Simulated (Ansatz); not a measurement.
# GeSb4Se: the cost of one run

Method: DFT PBE, scalar-relativistic, plane waves, PAW, in Ansatz 0.2.0.

## (1) The system as given

Symmetry: P4/mmm, No. 123, tetragonal system. The conventional cell has a = 4.706 Å, b = 4.706 Å, c = 6.662 Å, α = 90.00°, β = 90.00°, γ = 90.00°. Ge (site symmetry 4/mmm) is surrounded by 8 Sb at 2.87 Å. Sb (site symmetry 2mm) is surrounded by 2 Ge at 2.87 Å and 2 Se at 2.90 Å and 6 Sb at 3.28 to 3.38 Å. Around Se (site symmetry 4/mmm) lie 8 Sb at 2.90 Å.

Structure file:

```cif
data_structure
_symmetry_space_group_name_H-M 'P4/mmm'
_symmetry_Int_Tables_number 123
_cell_length_a 4.7057
_cell_length_b 4.7057
_cell_length_c 6.6616
_cell_angle_alpha 90.000
_cell_angle_beta 90.000
_cell_angle_gamma 90.000
_cell_volume 147.51
loop_
_atom_site_label
_atom_site_type_symbol
_atom_site_symmetry_multiplicity
_atom_site_Wyckoff_symbol
_atom_site_fract_x
_atom_site_fract_y
_atom_site_fract_z
_atom_site_occupancy
Ge1 Ge 1 d 0.50000 0.50000 0.50000 1
Sb1 Sb 4 i 0.50000 0.00000 0.74647 1
Se1 Se 1 a 0.00000 0.00000 0.00000 1
```

A structure generator made this guess: species swapped into a database cell of TbCeO4 (P4/mmm, No. 123), with Se on the Tb sites, Ge on the Ce sites and Sb on the O sites. Its size is a rough estimate.

## (2) A first look at the guess

input.yaml reads:

```yaml
crystal:
  lattice:
    - [4.70574935, 0.0, 0.0]
    - [0.0, 4.70574935, 0.0]
    - [0.0, 0.0, 6.66158763]
  atoms:
    - { symbol: Ge, position: [0.5, 0.5, 0.5] }
    - { symbol: Sb, position: [0.5, 0.0, 0.74646699] }
    - { symbol: Sb, position: [0.0, 0.5, 0.25353301] }
    - { symbol: Sb, position: [0.5, 0.0, 0.25353301] }
    - { symbol: Sb, position: [0.0, 0.5, 0.74646699] }
    - { symbol: Se, position: [0.0, 0.0, 0.0] }
basis:
  ecutwfc: 420
kpoints:
  mp_grid: { grid: [4, 4, 4] }
hamiltonian:
  xc: pbe
scf:
  occupations: { method: gaussian, width: 0.1 }
  lower_state_search: "off"
output:
  forces: true
  stress: true
  eigenvalues: true
```

Run with:

```bash
$ ansatz run input.yaml --threads 1 --pin off --max-ram 2560MiB --backend cpu --events-out ev --progress --plain --runs-dir out
```

Q: Estimate wall time and peak memory on 1 thread of Intel Xeon at 2.70GHz, shared host.

About 8.3 s, with a peak of 0.49 GiB.
